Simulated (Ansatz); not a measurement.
# GeH4S (triplet): the correlation ladder at distance Ge1–H5 along a hydrogen transfer = 1.865 Å, cc-pVDZ

One table from this session's results is given with a row withheld; the runs are named, their logs left out.

Program: Ansatz 0.2.0, Gaussian basis. Level of theory: cc-pVDZ, core rule «outside noble gas», up to 19 orbitals frozen. These are calculated values, not measurements.

Plan: UHF; CCSD(T) on ROHF; CCSD(T) on UHF; BCCD(T) on ROHF; CISD; CCSDT(Q) on ROHF; CCSDT(Q) on UHF; CASSCF and MRCISD+Q, 4 electrons in 4 orbitals; CASSCF and NEVPT2, 4 electrons in 4 orbitals.

8 further runs of the same task are left out: 7 that didn't finish, 1 set aside as unsound or not needed.

## The geometry

The geometry derives from fragments relaxed apart (PBE0/def2-TZVP) and kept rigid, so it is no stationary point. A hydrogen atom is moved between rigid fragments. No spin-orbit coupling is included. The filled d shell of Ge may be among the frozen orbitals whatever the setting's name suggests; the logs give the count.

6 atoms, charge 0, spin multiplicity 3.

Atoms are counted from 1 here; the program's logs count them from 0.

Bond lengths: Ge1–H2 1.534 Å, Ge1–H3 1.534 Å, Ge1–H4 1.534 Å, Ge1–H5 1.865 Å, H5–S6 1.512 Å. Angles: H2–Ge1–H3 109.5°, H2–Ge1–H4 109.5°, H2–Ge1–H5 109.5°, H3–Ge1–H4 109.5°, H3–Ge1–H5 109.5°, H4–Ge1–H5 109.5°, Ge1–H5–S6 180.0°.

Set-up of the first run:

Input file in.yaml:

```yaml
crystal:
  periodic: [false, false, false]
  atoms:
    - {symbol: Ge, position_ang: [-0.998897, 0.000000, 0.000000]}
    - {symbol: H, position_ang: [-1.510347, 1.446599, 0.000000]}
    - {symbol: H, position_ang: [-1.510346, -0.723300, 1.252792]}
    - {symbol: H, position_ang: [-1.510347, -0.723299, -1.252792]}
    - {symbol: H, position_ang: [0.866103, 0.000000, 0.000000]}
    - {symbol: S, position_ang: [2.378103, 0.000000, 0.000000]}
basis:
  gaussian: {orbitals: cc-pVDZ}
magnetization: {spin_polarized: true, initial_magnetization: 2}
hamiltonian: {xc: hf}
output: {orbitals: {seedname: orbitals}}
```

Launch:

```sh
ansatz run in.yaml --threads 1 --pin off --events-out ev --progress --plain --max-ram 2393MiB
```

Steps of the session up to this table: UHF; CCSD(T) on ROHF; CCSD(T) on UHF; BCCD(T) on ROHF; CISD; CCSDT(Q) on ROHF; CCSDT(Q) on UHF; CASSCF and MRCISD+Q, 4 electrons in 4 orbitals; CASSCF and NEVPT2, 4 electrons in 4 orbitals.

One of the session's tables, all rows but one given; the rest of the session is left out.

| method | from UCCSDT(Q) (kcal/mol) |
| --- | --- |
| ROHF | +173.30 |
| UHF | +167.21 |
| RMP2 | +32.52 |
| UMP2 | ? |
| CISD | +20.11 |
| RCCSD | +4.54 |
| UCCSD | +4.34 |
| RCCSD(T) | +0.92 |
| UCCSD(T) | +0.89 |
| BCCD(T) | +0.92 |
| RCCSDT | +0.25 |
| UCCSDT | +0.19 |
| RCCSDT(Q) | +0.05 |
| UCCSDT(Q) | 0 |
| CASSCF pair | +159.90 |
| NEVPT2 pair | +31.90 |
| MRCISD pair | +17.52 |
| MRCISD+Q pair | +1.37 |

Estimate the missing values for UMP2.

The run gave: from UCCSDT(Q) (kcal/mol): +33.62. In the column «from UCCSDT(Q) (kcal/mol)» it lies between RMP2 (+32.52) and CASSCF pair (+159.90).

Among the levels timed on like hardware and quicker than the yardstick, those that no quicker one beats, quickest first: MRCISD+Q pair (5.5 s, +1.37 kcal/mol); UCCSD(T) (6.5 s, +0.89 kcal/mol).

Caveats from the session: Of the multireference levels listed MRCISD+Q pair comes nearest in total energy (+1.37 kcal/mol), which doesn't show that its space is the better one. Restricted and unrestricted rows rest on different reference determinants; where their highest levels disagree by more than a few hundredths of an eV, they describe different states and don't form one ladder.
